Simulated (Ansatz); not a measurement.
# FGeHS (SMILES [F][Ge][SH]): one structure at several levels

A test off equilibrium: a structure displaced at random from a GFN2-xTB minimum is computed at several levels, and each is set against CCSD(T).

Computed with Ansatz 0.2.0, Gaussian basis. Level: single points in def2-TZVPP.

Cores are frozen in the correlated methods. Filled d shells of the heavier atoms are correlated.

**1. The system as given**

SMILES `[F][Ge][SH]`, 4 atoms, charge 0, spin multiplicity 1.

Atoms are counted from 1 here; the program's logs count them from 0.

Bond lengths: F1–Ge2 1.727 Å, Ge2–S3 2.465 Å, S3–H4 1.436 Å. Angles: F1–Ge2–S3 87.9°, Ge2–S3–H4 92.7°.

Geometry (Å):

```
atom     x (Å)     y (Å)     z (Å)
  F1  -1.84430   0.50040   0.47680
 Ge2  -0.37740  -0.09640   1.16560
  S3   0.56150  -0.16020  -1.11230
  H4   1.87080  -0.50910  -0.63590
```

**2. CCSD(T)/def2-TZVPP**

Contents of run/in.yaml:

```yaml
crystal:
  periodic: [false, false, false]
  atoms:
    - {symbol: F, position_ang: [-1.844300, 0.500400, 0.476800]}
    - {symbol: Ge, position_ang: [-0.377400, -0.096400, 1.165600]}
    - {symbol: S, position_ang: [0.561500, -0.160200, -1.112300]}
    - {symbol: H, position_ang: [1.870800, -0.509100, -0.635900]}
basis:
  gaussian: {orbitals: def2-TZVPP}
correlation: {method: ccsd_t}
output: {forces: true}
```

No record of the launch command was kept for these runs.

**3. PBE0-D4/def2-TZVPP**

Changes to run/in.yaml since step 2:

```diff
@@ -9,3 +9,3 @@
   gaussian: {orbitals: def2-TZVPP}
-correlation: {method: ccsd_t}
-output: {forces: true}
+hamiltonian: {xc: pbe0, dispersion: d4}
+output: {forces: true, orbitals: {seedname: orbitals}}
```

**4. wB97M-V/def2-TZVPP**

Changes to run/in.yaml since step 3:

```diff
@@ -9,3 +9,3 @@
   gaussian: {orbitals: def2-TZVPP}
-hamiltonian: {xc: pbe0, dispersion: d4}
-output: {forces: true, orbitals: {seedname: orbitals}}
+hamiltonian: {xc: {name: wB97M-V}}
+output: {forces: true}
```

**5. r2SCAN-D4/def2-TZVPP**

Changes to run/in.yaml since step 4:

```diff
@@ -9,3 +9,3 @@
   gaussian: {orbitals: def2-TZVPP}
-hamiltonian: {xc: {name: wB97M-V}}
+hamiltonian: {xc: r2scan, dispersion: d4}
 output: {forces: true}
```

**6. PBE-D4/def2-TZVPP**

Changes to run/in.yaml since step 5:

```diff
@@ -9,3 +9,3 @@
   gaussian: {orbitals: def2-TZVPP}
-hamiltonian: {xc: r2scan, dispersion: d4}
+hamiltonian: {xc: pbe, dispersion: d4}
 output: {forces: true}
```

**7. r2SCAN0-D4/def2-TZVPP**

Changes to run/in.yaml since step 6:

```diff
@@ -9,3 +9,3 @@
   gaussian: {orbitals: def2-TZVPP}
-hamiltonian: {xc: pbe, dispersion: d4}
+hamiltonian: {xc: {name: r2SCAN0}, dispersion: d4}
 output: {forces: true}
```

**8. r2SCANh-D4/def2-TZVPP**

Changes to run/in.yaml since step 7:

```diff
@@ -9,3 +9,3 @@
   gaussian: {orbitals: def2-TZVPP}
-hamiltonian: {xc: {name: r2SCAN0}, dispersion: d4}
+hamiltonian: {xc: {name: r2SCANh}, dispersion: d4}
 output: {forces: true}
```

(Steps that only read results are left out.)

Q: Predict the outcome of this session. Wanted: energy less free atoms, CCSD(T)/def2-TZVPP; RMS force component; RMS force error; HOMO and LUMO, PBE0-D4; T1 diagnostic.

As calculated:

| quantity | value |
| --- | --- |
| energy less free atoms, CCSD(T)/def2-TZVPP | -11.904 eV |
| RMS force component | 1.112 to 1.272 eV/Å over the methods |
| RMS force error | PBE0-D4 0.047, wB97M-V 0.055, r2SCAN-D4 0.085, PBE-D4 0.393, r2SCAN0-D4 0.144, r2SCANh-D4 0.035 eV/Å |
| HOMO and LUMO, PBE0-D4 | -7.40 and -2.78 eV |
| T1 diagnostic | 0.016 |

What this shows: Against CCSD(T) the functionals' energies less atoms differ by -0.979 to -0.033 eV, PBE-D4 by -0.979 eV. CCSD(T) in triple zeta still lacks some correlation energy of the bonds, so part of these gaps is its own basis error and they don't rank the functionals. On forces the order runs from r2SCANh-D4 to PBE-D4. Frozen-core CCSD(T) forces in triple zeta carry basis errors of their own, and this is one geometry, so small gaps rank nothing.
